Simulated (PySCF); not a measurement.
**EuBr2: other functionals and bases at one geometry**

How far do other levels of theory move the description of EuBr2, and what does each cost? The species was built from a template and needn't be a known compound.

Computed with PySCF 2.14.0. Level: several levels, as the steps say, no spin–orbit coupling.

1 further run of the same task is left out (for a known fault of the program).

## Step 1: The system as given

3 atoms, charge 0, spin multiplicity 1.

Bond lengths: Eu1–Br2 2.787 Å, Eu1–Br3 2.787 Å. Angles: Br2–Eu1–Br3 148.4°.

Coordinates:

```xyz
3

Eu    0.00000    0.00000   -0.31538
Br    2.68175    0.00000    0.44403
Br   -2.68175    0.00000    0.44403
```

Formal oxidation states: Eu +2. Each metal's 7 4f electrons lie in its core potential, so multiplicities, spins and levels count the valence alone. An earlier session relaxed this geometry at PBE0, Eu lcecp-0-SVP with ECP53, Br def2-SVP (singlet, point group C2v).

At PBE0 on the finer grid: E = -5176.636359 Eh, frontier levels not given, since the 4f levels lie in the core, Mulliken charge on Eu1 +0.87 e, largest force component 0.009 eV/Å. 

Levels to run: TPSSh; M06-L; PBE0, TZVP. Hardware: 2 threads of Arm Neoverse V1, shared host.

## Step 2: TPSSh

run.py (the lines that set the calculation)

```python
mol = gto.M(atom='''
Eu     0.00000     0.00000    -0.31538
Br     2.68175     0.00000     0.44403
Br    -2.68175     0.00000     0.44403''',
    basis={'Eu': 'lcecp-0-SVP', 'Br': 'def2-SVP'},
    ecp={'Eu': 'lcecp-0-SVP'},
    charge=0, spin=0)
mf = dft.RKS(mol, xc='TPSSH')
mf.grids.atom_grid = (75, 302)  # f atoms: unpruned, at least (60, 302)
mf = mf.density_fit()  # fitting sets: Eu AutoAux, Br def2-universal-JKFIT
mf.conv_tol = 1e-08; mf.max_cycle = 55
mf.kernel(dm0)  # dm0: the density of the relaxed state
```

The run is started by

```
> OMP_NUM_THREADS=2 python run.py
```

What it wrote:

```text
init E= -5177.07534492778
cycle= 1 E= -5177.07573923111  delta_E= -0.000394  |g|= 0.0623  |ddm|= 0.0608
cycle= 2 E= -5177.07572016949  delta_E= 1.91e-05  |g|= 0.0548  |ddm|= 0.0685
cycle= 3 E= -5177.07598459131  delta_E= -0.000264  |g|= 0.00583  |ddm|= 0.0486
cycle= 4 E= -5177.07599694324  delta_E= -1.24e-05  |g|= 0.000476  |ddm|= 0.0105
cycle= 5 E= -5177.07599701429  delta_E= -7.11e-08  |g|= 3.26e-05  |ddm|= 0.000628
cycle= 6 E= -5177.07599701459  delta_E= -2.95e-10  |g|= 7.45e-06  |ddm|= 5.36e-05
Extra cycle  E= -5177.07599701458  delta_E= 7.28e-12  |g|= 9.18e-06  |ddm|= 2.99e-05
converged SCF energy = -5177.07599701458
```

Run time: 5.7 s. Hardware: 2 threads of Arm Neoverse V1, shared host.

It gives: E = -5177.075997 Eh, frontier levels not given, since the 4f levels lie in the core, Mulliken charge on Eu1 +0.87 e, largest force component 0.091 eV/Å. 

## Step 3: M06-L

run.py (the lines that set the calculation), as its differences from that of step 2:

```diff
@@ -7,3 +7,3 @@
     charge=0, spin=0)
-mf = dft.RKS(mol, xc='TPSSH')
+mf = dft.RKS(mol, xc='M06L')
 mf.grids.atom_grid = (75, 302)  # f atoms: unpruned, at least (60, 302)
```

The run is started by

```
> OMP_NUM_THREADS=2 python run.py
```

What it wrote:

```text
init E= -5177.05137980652
cycle= 1 E= -5177.05431277347  delta_E= -0.00293  |g|= 0.0675  |ddm|= 0.19
cycle= 2 E= -5177.05444107594  delta_E= -0.000128  |g|= 0.0491  |ddm|= 0.0611
cycle= 3 E= -5177.05459940899  delta_E= -0.000158  |g|= 0.0037  |ddm|= 0.0276
cycle= 4 E= -5177.0546030299  delta_E= -3.62e-06  |g|= 0.000783  |ddm|= 0.00693
cycle= 5 E= -5177.05460325132  delta_E= -2.21e-07  |g|= 0.00031  |ddm|= 0.00186
cycle= 6 E= -5177.05460328663  delta_E= -3.53e-08  |g|= 2.67e-05  |ddm|= 0.000411
cycle= 7 E= -5177.05460328692  delta_E= -2.94e-10  |g|= 5.16e-06  |ddm|= 5.54e-05
Extra cycle  E= -5177.05460328695  delta_E= -2.18e-11  |g|= 4.54e-06  |ddm|= 1.27e-05
converged SCF energy = -5177.05460328695
```

Run time: 5.8 s. Hardware: 2 threads of Arm Neoverse V1, shared host.

Result: E = -5177.054603 Eh, frontier levels not given, since the 4f levels lie in the core, Mulliken charge on Eu1 +0.96 e, largest force component 0.172 eV/Å. 

## Step 4: PBE0, TZVP

Basis: Eu lcecp-0-TZVP with ECP53, Br def2-TZVP. 

run.py (the lines that set the calculation)

```python
mol = gto.M(atom='''
Eu     0.00000     0.00000    -0.31538
Br     2.68175     0.00000     0.44403
Br    -2.68175     0.00000     0.44403''',
    basis={'Eu': 'lcecp-0-TZVP', 'Br': 'def2-TZVP'},
    ecp={'Eu': 'lcecp-0-TZVP'},
    charge=0, spin=0)
mf = dft.RKS(mol, xc='PBE0')
mf.grids.atom_grid = (75, 302)  # f atoms: unpruned, at least (60, 302)
mf = mf.density_fit()  # fitting sets: Eu AutoAux, Br def2-universal-JKFIT
mf.conv_tol = 1e-08; mf.max_cycle = 55
mf.kernel(dm0)  # dm0: free metal ions and neutral atoms
```

The run is started by

```
> OMP_NUM_THREADS=2 python run.py
```

What it wrote:

```text
init E= -5260.21061621288
cycle= 1 E= -5169.62160554823  delta_E= 90.6  |g|= 8.09  |ddm|= 5.21
cycle= 2 E= -5155.7195556362  delta_E= 13.9  |g|= 7.61  |ddm|= 12.5
cycle= 3 E= -5158.66976959997  delta_E= -2.95  |g|=  5.7  |ddm|= 14.5
cycle= 4 E= -5177.07985958865  delta_E= -18.4  |g|= 0.777  |ddm|= 8.46
cycle= 5 E= -5177.18393873995  delta_E= -0.104  |g|= 0.551  |ddm|=  1.5
cycle= 6 E= -5177.25862391005  delta_E= -0.0747  |g|= 0.0892  |ddm|= 0.546
cycle= 7 E= -5177.26172575896  delta_E= -0.0031  |g|= 0.0327  |ddm|= 0.143
cycle= 8 E= -5177.26201136961  delta_E= -0.000286  |g|= 0.00867  |ddm|= 0.0422
cycle= 9 E= -5177.26203559689  delta_E= -2.42e-05  |g|= 0.0021  |ddm|= 0.0104
cycle= 10 E= -5177.26203679784  delta_E= -1.2e-06  |g|= 0.000171  |ddm|= 0.00293
cycle= 11 E= -5177.26203680993  delta_E= -1.21e-08  |g|= 5.92e-05  |ddm|= 0.000419
cycle= 12 E= -5177.26203681107  delta_E= -1.14e-09  |g|= 1.4e-05  |ddm|= 6.41e-05
Extra cycle  E= -5177.26203681108  delta_E= -9.09e-12  |g|= 1.56e-05  |ddm|= 3.77e-05
converged SCF energy = -5177.26203681108
```

Run time: 12 s. Hardware: 2 threads of Arm Neoverse V1, shared host.

Read off: E = -5177.262037 Eh, frontier levels not given, since the 4f levels lie in the core, Mulliken charge on Eu1 +1.20 e, largest force component 0.054 eV/Å. 

## Step 5: All levels side by side

| level | state | charge on Eu1 (e) | dipole (D) | largest force (eV/Å) | basis functions | time |
| --- | --- | --- | --- | --- | --- | --- |
| PBE0 (relaxed here) | singlet | 0.87 | 4.44 | 0.01 | 95 | 11 s |
| TPSSh | singlet | 0.87 | 4.41 | 0.09 | 95 | 5.7 s |
| M06-L | singlet | 0.96 | 4.50 | 0.17 | 95 | 5.8 s |
| PBE0, TZVP | singlet | 1.20 | 4.48 | 0.05 | 143 | 12 s |

Times are on 2 threads of Arm Neoverse V1, shared host; the first row also made further properties.

The largest leftover force, 0.17 eV/Å with M06-L, stands at a geometry relaxed at another level. The Mulliken charge on Eu spans +0.87 to +1.20 e over the levels. With 4f in the core, its levels are missing from HOMO and gap. Total energies of different levels can't be compared. Spin–orbit coupling is left out throughout.
